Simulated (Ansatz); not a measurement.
# TmF4: the cost of one run

Program: Ansatz 0.2.0. Level of theory: DFT PBE, scalar-relativistic, plane waves, PAW; 4f electrons in the core of a trivalent norm-conserving potential. These are calculated values, not measurements.

### Step 1. The starting structure

It takes space group P6/mmm (No. 191, hexagonal). Conventional cell: a = 3.655 Å, b = 3.655 Å, c = 6.235 Å, α = 90.00°, β = 90.00°, γ = 120.00°. Tm (site symmetry 6/mmm) is surrounded by 12 F at 2.56 Å. Around F (site symmetry 3m) lie 3 F at 2.11 Å and 3 Tm at 2.56 Å.

Structure file:

```
CELL_PARAMETERS angstrom
3.65490 0.00000 0.00000
-1.82745 3.16524 0.00000
0.00000 0.00000 6.23521
ATOMIC_POSITIONS crystal
Tm 0.00000 0.00000 0.00000
F 0.33333 0.66667 0.23143
F 0.33333 0.66667 0.76857
F 0.66667 0.33333 0.76857
F 0.66667 0.33333 0.23143
```

A structure generator made this guess: random cell by space group and Wyckoff sites (P6/mmm, No. 191). Its size is a rough estimate.

### Step 2. Probe: one point on a coarse mesh

input.yaml

```yaml
crystal:
  lattice:
    - [3.65490039, 0.0, 0.0]
    - [-1.82745019, 3.16523658, 0.0]
    - [0.0, 0.0, 6.23520827]
  atoms:
    - { symbol: Tm, position: [0.0, 0.0, 0.0] }
    - { symbol: F, position: [0.33333333, 0.66666667, 0.23143409] }
    - { symbol: F, position: [0.33333333, 0.66666667, 0.76856591] }
    - { symbol: F, position: [0.66666667, 0.33333333, 0.76856591] }
    - { symbol: F, position: [0.66666667, 0.33333333, 0.23143409] }
basis:
  ecutwfc: 690
kpoints:
  mp_grid: { grid: [6, 6, 4] }
hamiltonian:
  xc: pbe
  pseudopotentials:
    kind: paw
    azcp: { Tm: "pseudopotentials/pbe/nc/lanthanide_3plus/Tm.nc.azcp" }
scf:
  occupations: { method: gaussian, width: 0.1 }
  lower_state_search: "off"
output:
  forces: true
  stress: true
  eigenvalues: true
```

The run is started by

```console
ansatz run input.yaml --threads 1 --pin off --max-ram 2560MiB --backend cpu --events-out ev --progress --plain --runs-dir out
```

What time and memory should one allow on 1 thread of Intel Xeon at 2.50GHz (Skylake/Cascade Lake), shared host?

About 8 s, with a peak of 0.37 GiB.
